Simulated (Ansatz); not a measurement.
## CdHg₃, space group I4/mmm: Fermi-surface readings, step by step

Computed with Ansatz 0.2.0, Python API.

Notebook, run cell by cell (the value of a cell's last expression is shown):

In [1]:
```python
import ansatz

lattice = ansatz.Lattice.of(
    (-2.1593, 2.1593, 5.3682),
    (2.1593, -2.1593, 5.3682),
    (2.1593, 2.1593, -5.3682),
)
sites = [
    ("Cd", (0.0, 0.0, 0.0)),
    ("Hg", (0.75, 0.25, 0.5)),
    ("Hg", (0.25, 0.75, 0.5)),
    ("Hg", (0.5, 0.5, 0.0)),
]
cdhg3 = ansatz.Crystal(lattice=lattice)
for symbol, position in sites:
    cdhg3 = cdhg3.atom(symbol, position)
```

In [2]:
```python
cdhg3.resolved().sites[-1]
```
Out [2]:
```text
Site(symbol='Hg', position=(0.5, 0.5, 0.0), moment=None, axis=None, held=None, saved=None)
```

In [3]:
```python
base = cdhg3.calculation()
base = base.functional(ansatz.Functional.LDA)
base = base.basis(34 * ansatz.Ry)
base = base.kpoints(8)
base = base.occupations("fermi_dirac")
base = base.eigenstates(nscf_kmesh=(10, 10, 10), level_slopes=True)
surface = base.run(threads=1, pin="off").fermi_surface().to_plain()
for way, reading in surface.items():
    if reading:
        rho_lambda = [f"{v:.3e}" for v in reading["resistivity_times_mean_free_path_ohm_m2"]]
        print(f"{way:24s} area {reading['spin_summed_area_per_ang2']:8.3f} 1/A^2  rho*lambda (ohm m^2) {rho_lambda}")
```
```text
by_tetrahedra            area   21.092 1/A^2  rho*lambda (ohm m^2) ['1.372e-15', '1.372e-15', '1.634e-15']
by_slopes                area   22.034 1/A^2  rho*lambda (ohm m^2) ['1.236e-15', '1.236e-15', '1.838e-15']
on_every_second_point    area   14.049 1/A^2  rho*lambda (ohm m^2) ['2.049e-15', '2.049e-15', '2.483e-15']
```

Reading the output:
- Spin-orbit coupling, which matters for elements this heavy, is left out.
- This cell is a computed structure, which may not be the phase found in nature.
- The three readings differ by the mesh error.
- The whole script took 43 s on 1 thread of Arm Neoverse V2, with other jobs on the host, peak memory 0.56 GiB.
